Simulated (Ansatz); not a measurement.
**GaGe: equation of state with HSE06**

GaGe:

```
CELL_PARAMETERS angstrom
0.00000 2.89784 2.89784
2.89784 0.00000 2.89784
2.89784 2.89784 0.00000
ATOMIC_POSITIONS crystal
Ge 0.00000 0.00000 0.00000
Ga 0.25000 0.25000 0.25000
```

The cell comes from a database or a generator and needn't be the stable form of this composition.

* Program: Ansatz 0.2.0
* Task: equation of state
* Functional: HSE06
* Potentials or basis: Ansatz PAW
* Cutoff: 420 eV
* Density cutoff: 1680 eV
* k mesh: 6 × 6 × 6
* Occupations: fermi-dirac, width 0.05 eV
* Spin: no spin polarisation

```yaml
Equilibrium_volume: 23.79 Å³/atom
Bulk_modulus: 56 GPa
Pressure_derivative_of_the_bulk_modulus: 4.6
```

Energy against volume, from the lowest point:
| volume (Å³/atom) | energy (meV/atom) |
| --- | --- |
| 22.875 | 6.69 |
| 23.361 | 1.39 |
| 23.848 | 0.00 |
| 24.335 | 2.06 |
| 24.821 | 7.17 |
| 25.308 | 15.08 |
| 25.795 | 25.42 |

All runs of the series together: 2.7 min on 2 threads of AMD EPYC 7R13 Processor (Zen 3) (shared host).

Caveat: the PAW data sets were made with another functional, which shifts forces and pressure a little.
